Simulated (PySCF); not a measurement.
# [Yb(NH3)6]3+: other functionals and bases at one geometry

The task here is to estimate one member of a computed series from the others.

The runs use PySCF 2.14.0; several levels, as the steps say, no spin–orbit coupling.

3 further runs of the same task are left out: 2 for a known fault of the program, 1 that didn't finish.

### The system as given

25 atoms, charge 3, spin multiplicity 1.

Bond lengths: Yb1–N2 2.490 Å, Yb1–N6 2.490 Å, Yb1–N10 2.489 Å, Yb1–N14 2.489 Å, Yb1–N18 2.489 Å, Yb1–N22 2.489 Å, N2–H3 1.031 Å, N2–H4 1.031 Å, N2–H5 1.031 Å, N6–H7 1.031 Å, N6–H8 1.031 Å, N6–H9 1.031 Å, N10–H11 1.032 Å, N10–H12 1.031 Å, N10–H13 1.031 Å, N14–H15 1.032 Å, N14–H16 1.032 Å, N14–H17 1.032 Å and more. Angles: N2–Yb1–N6 180.0°, N2–Yb1–N10 89.4°, N2–Yb1–N14 88.8°, N2–Yb1–N18 90.6°, N2–Yb1–N22 91.2°, N6–Yb1–N10 90.6°, N6–Yb1–N14 91.2°, N6–Yb1–N18 89.4°, N6–Yb1–N22 88.8°, N10–Yb1–N14 90.0°, N10–Yb1–N18 180.0°, N10–Yb1–N22 90.0°, N14–Yb1–N18 90.0°, N14–Yb1–N22 180.0°, N18–Yb1–N22 90.0°, Yb1–N2–H3 115.2°, Yb1–N2–H4 115.5°, Yb1–N2–H5 115.7° and more.

Coordinates:

| atom | x (Å) | y (Å) | z (Å) |
| --- | --- | --- | --- |
| Yb1 | 0.00000 | 0.00000 | 0.00000 |
| N2 | 0.02223 | 0.02622 | 2.48938 |
| H3 | 0.83439 | 0.49728 | 2.91655 |
| H4 | -0.77880 | 0.49917 | 2.93493 |
| H5 | 0.02638 | -0.89853 | 2.94622 |
| N6 | -0.02223 | -0.02622 | -2.48938 |
| H7 | 0.77880 | -0.49917 | -2.93493 |
| H8 | -0.83439 | -0.49728 | -2.91655 |
| H9 | -0.02638 | 0.89853 | -2.94622 |
| N10 | 2.48926 | -0.00138 | 0.00299 |
| H11 | 2.92822 | -0.47255 | 0.80889 |
| H12 | 2.93752 | -0.46042 | -0.80454 |
| H13 | 2.93115 | 0.93060 | 0.01141 |
| N14 | -0.00019 | 2.48891 | 0.02394 |
| H15 | 0.38558 | 2.91924 | 0.87842 |
| H16 | 0.53928 | 2.94485 | -0.72791 |
| H17 | -0.92862 | 2.93109 | -0.05750 |
| N18 | -2.48926 | 0.00138 | -0.00299 |
| H19 | -2.93752 | 0.46042 | 0.80454 |
| H20 | -2.92822 | 0.47255 | -0.80889 |
| H21 | -2.93115 | -0.93060 | -0.01141 |
| N22 | 0.00019 | -2.48891 | -0.02394 |
| H23 | -0.53928 | -2.94485 | 0.72791 |
| H24 | -0.38558 | -2.91924 | -0.87842 |
| H25 | 0.92862 | -2.93109 | 0.05750 |

Formal oxidation states: Yb +3. Each metal's 13 4f electrons lie in its core potential, so multiplicities, spins and levels count the valence alone. An earlier session relaxed this geometry at B3LYP, Yb lcecp-1-SVP with ECP59, N def2-SVP, H def2-SVP (singlet, point group Ci).

At B3LYP on the finer grid: E = -377.792417 Eh, HOMO -21.25 eV, LUMO -12.55 eV, Mulliken charge on Yb1 +1.09 e, largest force component 0.007 eV/Å. 

Levels to run: revPBE; TPSSh; TPSS; wB97X; B3LYP, TZVP. Hardware: 4 threads of Arm Neoverse V2, shared host.

The first run:

run.py (the lines that set the calculation)

```python
mol = gto.M(atom='''
Yb     0.00000     0.00000     0.00000
N      0.02223     0.02622     2.48938
H      0.83439     0.49728     2.91655
H     -0.77880     0.49917     2.93493
H      0.02638    -0.89853     2.94622
N     -0.02223    -0.02622    -2.48938
H      0.77880    -0.49917    -2.93493
H     -0.83439    -0.49728    -2.91655
H     -0.02638     0.89853    -2.94622
N      2.48926    -0.00138     0.00299
H      2.92822    -0.47255     0.80889
H      2.93752    -0.46042    -0.80454
H      2.93115     0.93060     0.01141
N     -0.00019     2.48891     0.02394
H      0.38558     2.91924     0.87842
H      0.53928     2.94485    -0.72791
H     -0.92862     2.93109    -0.05750
N     -2.48926     0.00138    -0.00299
H     -2.93752     0.46042     0.80454
H     -2.92822     0.47255    -0.80889
H     -2.93115    -0.93060    -0.01141
N      0.00019    -2.48891    -0.02394
H     -0.53928    -2.94485     0.72791
H     -0.38558    -2.91924    -0.87842
H      0.92862    -2.93109     0.05750''',
    basis={'Yb': 'lcecp-1-SVP', 'N': 'def2-SVP', 'H': 'def2-SVP'},
    ecp={'Yb': 'lcecp-1-SVP'},
    charge=3, spin=0)
mf = dft.RKS(mol, xc='PBE_R,PBE')
mf.grids.atom_grid = (75, 302)  # f atoms: unpruned, at least (60, 302)
mf = mf.density_fit()  # fitting sets: Yb AutoAux, N def2-universal-JKFIT, H def2-universal-JKFIT
mf.conv_tol = 1e-08; mf.max_cycle = 55
mf.kernel(dm0)  # dm0: the density of the relaxed state
```

On the command line:

```
> OMP_NUM_THREADS=4 python run.py
```

Among the steps run: revPBE; TPSSh; TPSS; wB97X; B3LYP, TZVP.

One table of the session follows, with a row left open; its other results are not shown here.

```
               level  HOMO (eV)  gap (eV)  charge on Yb1 (e)  largest force component (eV/Å)
B3LYP (relaxed here)     -21.25      8.70               1.09                            0.01
              revPBE     -19.91      6.73               1.03                            0.29
               TPSSh          ?         ?                  ?                               ?
                TPSS     -20.09      7.02               1.09                            0.23
               wB97X     -24.07     13.98               1.12                            0.09
         B3LYP, TZVP     -21.26      8.70               1.79                            0.47
```

**Question.** Estimate the row for TPSSh.

The run gave: HOMO (eV): -20.72; gap (eV): 8.04; charge on Yb1 (e): 1.17; largest force component (eV/Å): 0.08. In the column «HOMO (eV)» it lies between B3LYP (relaxed here) (-21.25) and TPSS (-20.09).

In one basis the HOMO–LUMO gap runs from 6.73 eV (revPBE) to 13.98 eV (wB97X). The largest leftover force, 0.47 eV/Å with B3LYP, TZVP, stands at a geometry relaxed at another level. With 4f in the core, its levels are missing from HOMO and gap, and its count is fixed, so no charge can pass from the ligands into it. Total energies of different levels can't be compared.
